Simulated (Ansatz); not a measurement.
# CH₈OSn (built from SMILES C.[OH][SnH3]): search for a transition state

Aim: find the saddle point of a four-centre ligand exchange that is to form Sn1–C7, O2–H6 and break Sn1–O2, H6–C7, prove it by its vibrations, and relax downhill on both sides to see what it joins.

Method: PBE0-D4, def2-SVP first, then def2-TZVP; program: Ansatz 0.2.0, Gaussian basis.

143 further runs of the same task are left out: 143 set aside as unsound or not needed.

### Step 1. Starting geometry

The guess: 11 atoms, charge 0, spin multiplicity 1.

Atoms are counted from 1 here; the program's logs count them from 0.

Bond lengths: Sn1–O2 2.354 Å, Sn1–H3 1.745 Å, Sn1–H4 1.713 Å, Sn1–H5 1.710 Å, Sn1–C7 2.581 Å, O2–H6 1.217 Å, O2–H8 0.959 Å, C7–H9 1.092 Å, C7–H10 1.089 Å, C7–H11 1.085 Å. Angles: O2–Sn1–H3 140.8°, O2–Sn1–H4 89.5°, O2–Sn1–H5 100.8°, O2–Sn1–C7 62.0°, H3–Sn1–H4 103.4°, H3–Sn1–H5 109.5°, H3–Sn1–C7 86.9°, H4–Sn1–H5 108.5°, H4–Sn1–C7 140.9°, H5–Sn1–C7 103.0°, Sn1–O2–H6 75.2°, Sn1–O2–H8 148.6°, H6–O2–H8 132.2°, Sn1–C7–H9 143.9°, Sn1–C7–H10 87.4°, Sn1–C7–H11 99.7°, H9–C7–H10 105.1°, H9–C7–H11 107.5° and more.

As a file:

| atom | x (Å) | y (Å) | z (Å) |
| --- | --- | --- | --- |
| Sn1 | -0.5562 | 1.2122 | 0.0577 |
| O2 | 0.2053 | -0.3965 | 1.5987 |
| H3 | -1.4709 | 1.3388 | -1.4224 |
| H4 | -1.6343 | 1.8158 | 1.2449 |
| H5 | 0.8013 | 2.2484 | -0.0190 |
| H6 | 0.4191 | -0.8867 | 0.5058 |
| C7 | 0.3626 | -1.0150 | -0.8676 |
| H8 | 0.5479 | -0.5954 | 2.4726 |
| H9 | 1.0577 | -1.8333 | -0.6681 |
| H10 | 0.8263 | -0.4358 | -1.6644 |
| H11 | -0.5589 | -1.4526 | -1.2381 |

Distances that are to change: Sn1–C7 2.58 Å, O2–H6 1.22 Å, Sn1–O2 2.35 Å, H6–C7 1.38 Å.

### Step 2. Constrained relaxation of the guess

Input file hold/in.yaml:

```yaml
crystal:
  periodic: [false, false, false]
  atoms:
    - {symbol: Sn, position_ang: [-0.556200, 1.212200, 0.057700]}
    - {symbol: O, position_ang: [0.205300, -0.396500, 1.598700]}
    - {symbol: H, position_ang: [-1.470900, 1.338800, -1.422400]}
    - {symbol: H, position_ang: [-1.634300, 1.815800, 1.244900]}
    - {symbol: H, position_ang: [0.801300, 2.248400, -0.019000]}
    - {symbol: H, position_ang: [0.419100, -0.886700, 0.505800]}
    - {symbol: C, position_ang: [0.362600, -1.015000, -0.867600]}
    - {symbol: H, position_ang: [0.547900, -0.595400, 2.472600]}
    - {symbol: H, position_ang: [1.057700, -1.833300, -0.668100]}
    - {symbol: H, position_ang: [0.826300, -0.435800, -1.664400]}
    - {symbol: H, position_ang: [-0.558900, -1.452600, -1.238100]}
basis:
  gaussian: {orbitals: def2-SVP}
hamiltonian: {xc: pbe0, dispersion: d4}
relax: {f_tol: 0.04, max_steps: 150, escape_saddle: false, constraints: [{distance: [0, 6]}, {distance: [1, 5]}, {distance: [0, 1]}, {distance: [5, 6]}]}
```

Command:

```bash
> ansatz run in.yaml --threads 4 --pin off --events-out ev --progress --plain --max-ram 9574MiB
```

The runs that follow: Force constants to start from; Saddle search in the small basis; Saddle search in triple zeta; Vibrations at the point found; Relaxing after a step of 0.30 Å one way along the mode; Relaxing after a step of 0.30 Å the other way along the mode.

Before running it: what results should come out? Wanted: imaginary mode; barrier from the start side; barrier from the end side; energy of the step; pairs that change; zero-point energy at the saddle.

**Answer**, as computed:

```
                       quantity                                                     value
                 imaginary mode                                                1254i cm⁻¹
    barrier from the start side                                              197.2 kJ/mol
      barrier from the end side                                              167.9 kJ/mol
             energy of the step                                              +29.2 kJ/mol
              pairs that change  Sn1–C7 formed, O2–H6 formed, Sn1–O2 broken, H6–C7 broken
zero-point energy at the saddle                                                  2.062 eV
```

In words: One imaginary mode, 1254i cm⁻¹, makes this a first-order saddle. The two relaxations end on the structures that were planned. At PBE0-D4/def2-TZVP the electronic barrier is 197.2 kJ/mol, about 80 kT at 298 K, and the step runs 29.2 kJ/mol uphill. The barrier is thin enough for tunnelling; the leading (Wigner) term alone is a factor of 2.5 at 298 K. A step off the saddle overshot and began above it in energy, so the link to its end is likely but not proven. The ends are the nearest minima, not always the lowest complexes.
